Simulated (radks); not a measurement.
# Taking charge from the 5s level of Pm in fractions

Aim: follow energy and eigenvalue as charge leaves the 5s level of Pm bit by bit, and test Janak's theorem, Slater's transition state and the straight-line condition.

Method: scalar-relativistic Kohn-Sham, r2SCAN, spin-polarised, spherical densities, finite nucleus; open shells are filled with parallel spins first. Code: radks (a radial shooting solver on a logarithmic mesh, Libxc functionals) version 1.

## 1. The system

```
element            : promethium (Z = 61)
charge             : 0
electrons          : 61
configuration      : [Kr] 4d10 4f5 5s(up 1, down 1) 5p6 6s2
nuclear rms radius : 4.962 fm
```

A shell typed twice in an input gives spin up, then spin down.

## 2. Start: [Kr] 4d10 4f5 5s(up 1, down 1) 5p6 6s2

The run's settings:

```text
Z 61
configuration [Kr] 4d10 4f5 5s1 5s1 5p6 6s2
relativity scalar-relativistic
functional r2scan,r2scan
spin polarised
nucleus finite rms 4.962 fm
c 137.035999084
```

## 3. 0.125 electron removed from 5s

The run's settings:

```text
Z 61
configuration [Kr] 4d10 4f5 5s1 5s0.875 5p6 6s2
relativity scalar-relativistic
functional r2scan,r2scan
spin polarised
nucleus finite rms 4.962 fm
c 137.035999084
```

## 4. 0.25 electron removed from 5s

The run's settings:

```text
Z 61
configuration [Kr] 4d10 4f5 5s1 5s0.75 5p6 6s2
relativity scalar-relativistic
functional r2scan,r2scan
spin polarised
nucleus finite rms 4.962 fm
c 137.035999084
```

## 5. 0.375 electron removed from 5s

The run's settings:

```text
Z 61
configuration [Kr] 4d10 4f5 5s1 5s0.625 5p6 6s2
relativity scalar-relativistic
functional r2scan,r2scan
spin polarised
nucleus finite rms 4.962 fm
c 137.035999084
```

## 6. 0.5 electron removed from 5s

The run's settings:

```text
Z 61
configuration [Kr] 4d10 4f5 5s1 5s0.5 5p6 6s2
relativity scalar-relativistic
functional r2scan,r2scan
spin polarised
nucleus finite rms 4.962 fm
c 137.035999084
```

## 7. 0.625 electron removed from 5s

The run's settings:

```text
Z 61
configuration [Kr] 4d10 4f5 5s1 5s0.375 5p6 6s2
relativity scalar-relativistic
functional r2scan,r2scan
spin polarised
nucleus finite rms 4.962 fm
c 137.035999084
```

## 8. 0.75 electron removed from 5s

The run's settings:

```text
Z 61
configuration [Kr] 4d10 4f5 5s1 5s0.25 5p6 6s2
relativity scalar-relativistic
functional r2scan,r2scan
spin polarised
nucleus finite rms 4.962 fm
c 137.035999084
```

## 9. 0.875 electron removed from 5s

The run's settings:

```text
Z 61
configuration [Kr] 4d10 4f5 5s1 5s0.125 5p6 6s2
relativity scalar-relativistic
functional r2scan,r2scan
spin polarised
nucleus finite rms 4.962 fm
c 137.035999084
```

## 10. 1 electron removed from 5s

The run's settings:

```text
Z 61
configuration [Kr] 4d10 4f5 5s1 5s0 5p6 6s2
relativity scalar-relativistic
functional r2scan,r2scan
spin polarised
nucleus finite rms 4.962 fm
c 137.035999084
```

Before running it: what results should come out? Wanted: for each run, removed; E − E(0); eigenvalue; E minus straight line.

The runs gave:

| removed (e) | E − E(0) (eV) | eigenvalue (eV) | E minus straight line (eV) |
| --- | --- | --- | --- |
| 0 | 0.000 | -41.443 | 0.000 |
| 0.125 | 5.250 | -42.624 | -0.544 |
| 0.25 | 10.649 | -43.835 | -0.938 |
| 0.375 | 16.202 | -45.072 | -1.178 |
| 0.5 | 21.910 | -46.330 | -1.263 |
| 0.625 | 27.777 | -47.606 | -1.190 |
| 0.75 | 33.804 | -48.897 | -0.956 |
| 0.875 | 39.994 | -50.200 | -0.560 |
| 1 | 46.347 | -51.514 | 0.000 |

**Reading.** Removing the whole electron costs 46.347 eV, against 41.443 eV from minus the starting eigenvalue. Slater's transition state, half an electron removed, gives 46.330 eV. The trapezoid integral of minus the eigenvalue gives 46.380 eV over the range, against 46.347 eV from the energies (Janak's theorem; approximate here, since the scalar-relativistic density holds large components alone). The eigenvalue moves by 10.1 eV per electron. E bends below the straight line by 1.26 eV at 0.5 electron removed.
